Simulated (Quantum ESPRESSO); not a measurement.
The system is BiTe.

```xyz
2
Lattice="2.4227 1.3988 3.3173 -2.4227 1.3988 3.3173 0.0000 -2.7975 3.3173" Properties=species:S:1:pos:R:3 pbc="T T T"
Bi    0.0000    0.0000    4.9759
Te    0.0000    0.0000    0.0000
```

The cell comes from a database or a generator and needn't be the stable form of this composition.

```yaml
Program: Quantum ESPRESSO 7.5
Task: phonons
Functional: PBEsol
Potentials_or_basis: PseudoDojo 0.4.1 SR PBE standard
Cutoff: 1088 eV
Density_cutoff: 4354 eV
k_mesh: 4 × 4 × 4, shifted
Occupations: gaussian, width 0.272 eV
Spin: no spin polarisation
Mixing_beta: 0.5
Most_SCF_iterations: 120
SCF_threshold: 4e-10 Ry
```

At Γ the optical frequencies are 83 91 91 cm⁻¹, at a pressure of -2.2 GPa.

Problem. How do the modes respond when the cell is scaled evenly, at fixed shape?

Solution. The highest mode has a Grüneisen parameter of 3.55. None of the listed modes softens on compression. Real pressure also changes the shape of this cell, most of all in layered crystals, so these aren't the shifts under hydrostatic load.

Frequencies at 99 % and 101 % of the volume (pressures -1.7 and -2.6 GPa), ions relaxed:
| mode | 99 % (cm⁻¹) | 101 % (cm⁻¹) | Grüneisen parameter |
| --- | --- | --- | --- |
| 4 | 85.3 | 80.8 | 2.71 |
| 5 | 94.6 | 88.1 | 3.55 |
| 6 | 94.6 | 88.1 | 3.55 |

Modes are matched by their order; those that don't vary smoothly over the three volumes are left out.

Caveat: the k mesh is coarse (spacing up to 0.41 Å⁻¹), so the values aren't converged; the mesh is thin for the phonons of a metal; the potentials were made for another functional, which shifts forces and pressure.
